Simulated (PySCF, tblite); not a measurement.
**C3H10P2Si: geometry, infrared bands and NMR shifts**

Aim: predict the infrared bands and NMR shifts of C3H10P2Si (`P[Si]1(P)CCC1`).

The runs use tblite 0.8.0 and PySCF 2.14.0, with density-fitted response routines of our own; the level of theory stands in each step. All values are computed, except where a source is named. Atoms are numbered from 0 throughout.

## Step 1: The starting structure

16 atoms, charge 0, multiplicity 1; geometry from: force field or distance geometry start.

Bonds of the start (Å): P0–Si1 2.19, Si1–P2 2.16, Si1–C3 1.87, C3–C4 1.55, C4–C5 1.56, C5–Si1 1.87, P0–H6 1.41, P0–H7 1.41, P2–H8 1.42, P2–H9 1.42, C3–H10 1.09, C3–H11 1.11, C4–H12 1.10, C4–H13 1.10, C5–H14 1.09, C5–H15 1.08.

## Step 2: Optimising the geometry with GFN2-xTB

What the job is given:

```
{"job": {"kind": "relax", "xc": "GFN2-xTB", "basis": "xTB"}, "charge": 0, "multiplicity": 1}
P      2.360700     0.568200     1.217500
Si     0.465000     0.538300     0.124400
P     -0.135900     2.439400    -0.709600
C     -0.904300    -0.426600     0.949100
C     -1.212500    -1.093000    -0.418900
C      0.230400    -0.939000    -0.999500
H      2.557200    -0.821600     1.317100
H      3.225800     0.746200     0.118700
H     -1.478100     2.102800    -1.022500
H     -0.467600     3.105000     0.499500
H     -1.731400     0.141400     1.381200
H     -0.552300    -1.149800     1.711000
H     -1.563900    -2.128500    -0.350800
H     -1.969000    -0.552300    -1.012300
H      0.886300    -1.774600    -0.756700
H      0.282200    -0.746900    -2.059700
```

Run with:

```bash
> OMP_NUM_THREADS=1 python probes_run.py task.json out
```

The driver reads the jobs from task.json and runs them one after another.

**Question.** This job is followed by: GFN2-xTB harmonic vibrations, gas phase; GIAO PBE0/pcSseg-1 NMR shielding, non-relativistic, gas phase. What will the session give for the following? strongest single infrared mode (GFN2-xTB); zero-point energy (GFN2-xTB); 13C shifts against TMS (PBE0/pcSseg-1, means over atoms taken as alike); 1H shifts against TMS (PBE0/pcSseg-1, means over atoms taken as alike); 31P shifts against H3PO4 (PBE0/pcSseg-1, means over atoms taken as alike); 29Si shifts against TMS (PBE0/pcSseg-1).

**Answer**, as computed:

| quantity | value |
| --- | --- |
| strongest single infrared mode (GFN2-xTB) | 2303 cm⁻¹, 166 km/mol |
| zero-point energy (GFN2-xTB) | 73.7 kcal/mol |
| 13C shifts against TMS (PBE0/pcSseg-1, means over atoms taken as alike) | 25.8, 19.3 ppm |
| 1H shifts against TMS (PBE0/pcSseg-1, means over atoms taken as alike) | 2.23, 1.77, 1.38 ppm |
| 31P shifts against H3PO4 (PBE0/pcSseg-1, means over atoms taken as alike) | -274.3 ppm |
| 29Si shifts against TMS (PBE0/pcSseg-1) | 26.9 ppm |

**Reading.** Over 98 steps the energy fell by 0.441 eV; of the close pairs, Si1–P2 changed most, 2.161 to 2.268 Å. The lowest mode is imaginary (30i cm⁻¹), so the xTB geometry is not a minimum. The strongest single mode, at 2303 cm⁻¹, moves mainly H7 and H6. GFN2-xTB is a fitted tight-binding method: band positions and strengths are rough. Its intensities can rank the bands wrongly. At PBE0/pcSseg-1: The widest tensor belongs to Si1: span 123 ppm, with a paramagnetic part of -558 ppm.
